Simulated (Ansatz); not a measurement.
# YP2Pd2: the cost of one run

Method: DFT PBEsol, scalar-relativistic, plane waves, PAW, in Ansatz 0.2.0.

1 further run of the same task is left out (set aside as unsound or not needed).

## 1. Starting point

Symmetry: I4/mmm, No. 139, tetragonal system. Conventional cell: a = 4.042 Å, b = 4.042 Å, c = 9.810 Å, α = 90.00°, β = 90.00°, γ = 90.00°. Y (site symmetry 4/mmm) has 8 P at 3.06 Å and 8 Pd at 3.18 Å in its first shell of neighbours. P (site symmetry 4mm) has 1 P at 2.19 Å and 4 Pd at 2.43 Å and 4 Y at 3.06 Å in its first shell of neighbours. Pd (site symmetry -4m2) has 4 P at 2.43 Å in its first shell of neighbours.

Structure file:

```cif
data_structure
_symmetry_space_group_name_H-M 'P 1'
_symmetry_Int_Tables_number 1
_cell_length_a 5.6773
_cell_length_b 5.6773
_cell_length_c 5.6773
_cell_angle_alpha 138.289
_cell_angle_beta 138.289
_cell_angle_gamma 60.460
_cell_volume 80.15
loop_
_atom_site_label
_atom_site_type_symbol
_atom_site_fract_x
_atom_site_fract_y
_atom_site_fract_z
_atom_site_occupancy
Y1 Y 0.00000 0.00000 0.00000 1
P1 P 0.38839 0.38839 0.00000 1
P2 P 0.61161 0.61161 0.00000 1
Pd1 Pd 0.75000 0.25000 0.50000 1
Pd2 Pd 0.25000 0.75000 0.50000 1
```

It goes back to an entry of the Materials Project.

It is the result of an earlier relaxation at this level (volume 16.03 Å³/atom; gap on the mesh: none (metal)).

## 2. Static run: bands, density of states and charges

Input file input.yaml:

```yaml
crystal:
  lattice:
    - [-2.0211677316, 2.0211677316, 4.9052358879]
    - [2.0211677316, -2.0211677316, 4.9052358879]
    - [2.0211677316, 2.0211677316, -4.9052358879]
  atoms:
    - { symbol: "Y", position: [0.0, 0.0, 0.0] }
    - { symbol: P, position: [0.3883879609, 0.3883879609, 0.0] }
    - { symbol: P, position: [0.6116120391, 0.6116120391, 0.0] }
    - { symbol: Pd, position: [0.75, 0.25, 0.5] }
    - { symbol: Pd, position: [0.25, 0.75, 0.5] }
basis:
  ecutwfc: 420
kpoints:
  mp_grid: { grid: [12, 12, 12] }
  band_path:
    path:
      - [[0.0, 0.0, 0.0], [0.0, 0.0, 0.5], [0.25, 0.25, 0.25], [0.0, 0.5, 0.0], [0.0, 0.0, 0.0], [0.5, 0.5, -0.5], [0.29244484, 0.70755516, -0.29244484]]
      - [[-0.29244484, 0.29244484, 0.29244484], [0.0, 0.0, 0.0]]
      - [[0.0, 0.0, 0.5], [-0.08488969, 0.08488969, 0.5]]
      - [[0.5, 0.5, -0.08488969], [0.5, 0.5, -0.5]]
    npoints: 14
hamiltonian:
  xc: pbesol
scf:
  occupations: { method: gaussian, width: 0.1 }
  n_extra_bands: 12
output:
  forces: true
  stress: true
  eigenvalues: true
  populations: true
  dos: { projected: true, de: 0.02, nscf_kmesh: { grid: [18, 18, 18] } }
  bader: true
  write_density: true
  write_potential: true
  elf: true
  volumetric_format: npy
```

Started as:

```bash
ansatz run input.yaml --threads 2 --pin off --max-ram 5120MiB --backend cpu --events-out ev --progress --plain --runs-dir out
```

What time and memory should one allow on 2 threads of Arm Neoverse V2, shared host?

About 63 s, with a peak of 1.1 GiB.
